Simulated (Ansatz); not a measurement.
# CH2ClNOSi: up Jacob's ladder to CCSD(T)

One table from this session's results is given with a row withheld; the runs are named, their logs left out.

Computed with Ansatz 0.2.0, Gaussian basis. Level: functionals in def2-TZVPP, the program's frozen cores in correlated methods.

Levels to be run: LDA (SPW92), PBE-D4, revPBE-D4, BLYP-D4, r2SCAN-D4, B97M-V, PBE0-D4, B3LYP-D4, r2SCANh-D4, r2SCAN0-D4, HSE06-D4, BHLYP-D4, CAM-B3LYP-D4, LC-ωPBE, ωB97X-V, ωB97M-V, B2PLYP, PBE-QIDH; CCSD(T)/def2-SVP; CCSD(T)/def2-TZVPP; CCSD(T)/def2-QZVPP; extrapolation to the limit; RPA on PBE.

## The geometry

All runs share one geometry, relaxed beforehand with PBE0-D4 in a triple-zeta def2 set.

SMILES `O=C=N[SiH2]Cl`, 7 atoms, charge 0, spin multiplicity 1.

Atoms are counted from 1 here; the program's logs count them from 0.

Bond lengths: O1–C2 1.161 Å, C2–N3 1.197 Å, N3–Si4 1.699 Å, Si4–Cl5 2.046 Å, Si4–H6 1.475 Å, Si4–H7 1.475 Å. Angles: O1–C2–N3 177.6°, C2–N3–Si4 156.8°, N3–Si4–Cl5 110.4°, N3–Si4–H6 108.7°, N3–Si4–H7 108.7°, Cl5–Si4–H6 108.4°, Cl5–Si4–H7 108.3°, H6–Si4–H7 112.3°.

Set-up of the first run:

in.yaml

```yaml
crystal:
  periodic: [false, false, false]
  atoms:
    - {symbol: O, position_ang: [0.214688, -0.874143, -2.858179]}
    - {symbol: C, position_ang: [-0.022786, -0.631853, -1.747643]}
    - {symbol: N, position_ang: [-0.309384, -0.408624, -0.607363]}
    - {symbol: Si, position_ang: [-0.123930, 0.241148, 0.951689]}
    - {symbol: Cl, position_ang: [1.598743, 1.338694, 1.065283]}
    - {symbol: H, position_ang: [-1.263748, 1.134981, 1.230811]}
    - {symbol: H, position_ang: [-0.032383, -0.868204, 1.919703]}
basis:
  gaussian: {orbitals: def2-TZVPP}
hamiltonian: {xc: lda}
output: {orbitals: {seedname: orbitals}}
```

Started as:

```bash
$ ansatz run in.yaml --threads 2 --pin off --events-out ev --progress --plain --max-ram 32768MiB --backend cpu
```

Among the steps run: LDA; PBE-D4 (GGA); revPBE-D4 (GGA); BLYP-D4 (GGA); r2SCAN-D4 (meta-GGA); B97M-V (meta-GGA); B3LYP-D4 (hybrid); r2SCANh-D4 (hybrid); r2SCAN0-D4 (hybrid); HSE06-D4 (hybrid); BHLYP-D4 (hybrid); CAM-B3LYP-D4 (range-separated); LC-ωPBE (range-separated); ωB97X-V (range-separated); ωB97M-V (range-separated); B2PLYP (double hybrid); PBE-QIDH (double hybrid).

One table of the session follows, with a row left open; its other results are not shown here.

It belongs to the step «Orbital energies across the functionals». 

```
  functional  HOMO (eV)  gap (eV)
 LDA (SPW92)      -7.65      6.07
      PBE-D4      -7.52      6.24
   revPBE-D4      -7.46      6.30
     BLYP-D4      -7.40      6.26
   r2SCAN-D4      -7.85      6.91
      B97M-V      -7.89      6.98
     PBE0-D4      -8.89      8.56
    B3LYP-D4      -8.66      8.11
  r2SCANh-D4      -8.35      7.75
  r2SCAN0-D4      -9.12      9.00
    HSE06-D4      -8.49      7.78
    BHLYP-D4     -10.18     10.88
CAM-B3LYP-D4     -10.26     11.01
     LC-ωPBE     -11.58     13.53
     ωB97X-V     -11.23     13.09
     ωB97M-V          ?         ?
```

Q: Estimate the row for ωB97M-V from the others.

The run gave: HOMO (eV): -11.09; gap (eV): 12.74. In the column «HOMO (eV)» it lies between ωB97X-V (-11.23) and CAM-B3LYP-D4 (-10.26).
